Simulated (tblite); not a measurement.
# Ge3H10OSi: the cost of one run

Programs: tblite 0.8.0 and PySCF 2.14.0. All values are calculated, for the isolated system unless a continuum is named. Atoms count from 0, parts from 1.

## (1) The system as given

15 atoms, charge 0, multiplicity 1; geometry: distance geometry start.

## (2) Relaxing the cluster with GFN2-xTB

Job settings and geometry (Å):

```
{"job": {"kind": "relax", "xc": "GFN2-xTB", "basis": "xTB"}, "charge": 0, "multiplicity": 1}
Si     0.366286     0.303453     0.498665
Ge     1.002245    -1.329932     2.035097
Ge     0.097817    -0.670951    -1.576966
Ge    -1.635994     1.249798     1.160612
O      1.610245     1.536324     0.406482
H     -0.195005    -2.192468     2.334123
H      1.474475    -0.664752     3.298226
H      2.097661    -2.173880     1.468795
H     -0.251238    -2.142092    -1.412367
H     -1.017844     0.023477    -2.303895
H      1.361659    -0.548409    -2.356776
H     -1.370275     2.218352     2.320429
H     -2.574821     0.169744     1.649434
H     -2.259524     1.973230    -0.006842
H      1.452670     2.488068     0.403979
```

With the program's defaults for keys left out, this is: GFN2-xTB geometry optimisation, gas phase.

Run with:

```sh
$ OMP_NUM_THREADS=1 python cluster_run.py task.json out
```

The driver reads the jobs from task.json and runs them one after another.

**Question.** How long does this first job take on 1 thread of Arm Neoverse V1, shared host?

About 3.7 s.
